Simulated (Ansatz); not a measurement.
# CsRb₂AuF₆, space group Fm-3m: the D3 and D4 dispersion energy

With Ansatz 0.2.0, Python API.

Run as a notebook:

**Cell 1**
```python
import ansatz as az
import numpy as np
```

**Cell 2**
```python
VECTORS = np.array([
    [0.0, 4.89959131, 4.89959131],
    [4.89959131, 0.0, 4.89959131],
    [4.89959131, 4.89959131, 0.0],
])
SITES = [
    ("Cs", [0.5, 0.5, 0.5]),
    ("Rb", [0.75, 0.75, 0.75]),
    ("Rb", [0.25, 0.25, 0.25]),
    ("Au", [0.0, 0.0, 0.0]),
    ("F", [0.78044436, 0.21955564, 0.21955564]),
    ("F", [0.21955564, 0.21955564, 0.78044436]),
    ("F", [0.21955564, 0.78044436, 0.78044436]),
    ("F", [0.21955564, 0.78044436, 0.21955564]),
    ("F", [0.78044436, 0.21955564, 0.78044436]),
    ("F", [0.78044436, 0.78044436, 0.21955564]),
]
```

**Cell 3**
```python
def build(cell):
    crystal = az.Crystal(lattice=az.Lattice.of(cell))
    for symbol, position in SITES:
        crystal = crystal.atom(symbol, position)
    return crystal
```

**Cell 4**
```python
atoms = [(site[0], site[1]) for site in SITES]
print("dispersion energy and pressure at linear scale factors", (0.97, 1.0, 1.03, 1.06))
for functional in (az.Functional.R2SCAN, az.Functional.RPBE):
    for method in ("d3bj", "d4"):
        damping = az.dispersion_damping(method=method, xc=functional)
        line = []
        for scale in (0.97, 1.0, 1.03, 1.06):
            term = az.pairwise_dispersion(vectors=(VECTORS * scale).tolist(), atoms=atoms, damping=damping, periodic=(True, True, True))
            line.append(f"{term.energy_ev / len(atoms):.4f} eV/atom, {np.trace(term.stress_gpa) / 3:.2f} GPa")
        print(functional.value, method, "|", " | ".join(line))
print("charges of the D4 model in the last cell:", np.round(term.partial_charges_e, 3))
```
Output:
```text
dispersion energy and pressure at linear scale factors (0.97, 1.0, 1.03, 1.06)
<cell 4>:5: DeckWarning: the engine holds no damping parameters fitted to this dispersion correction and functional, so the run takes those fitted to r2scan beside the three-body term, which d3bj leaves out (hamiltonian.dispersion, under Limitations)
  damping = az.dispersion_damping(method=method, xc=functional)
r2scan d3bj | -0.0599 eV/atom, -0.46 GPa | -0.0546 eV/atom, -0.38 GPa | -0.0500 eV/atom, -0.31 GPa | -0.0459 eV/atom, -0.26 GPa
r2scan d4 | -0.0342 eV/atom, -0.25 GPa | -0.0313 eV/atom, -0.21 GPa | -0.0287 eV/atom, -0.17 GPa | -0.0264 eV/atom, -0.14 GPa
rpbe d3bj | -0.6499 eV/atom, -7.80 GPa | -0.5598 eV/atom, -6.31 GPa | -0.4825 eV/atom, -5.10 GPa | -0.4163 eV/atom, -4.12 GPa
rpbe d4 | -0.1952 eV/atom, -1.28 GPa | -0.1800 eV/atom, -1.10 GPa | -0.1662 eV/atom, -0.95 GPa | -0.1534 eV/atom, -0.82 GPa
charges of the D4 model in the last cell: [ 0.841  0.733  0.733  0.381 -0.448 -0.448 -0.448 -0.448 -0.448 -0.448]
```

The structure comes from a database and needn't be a stable phase.
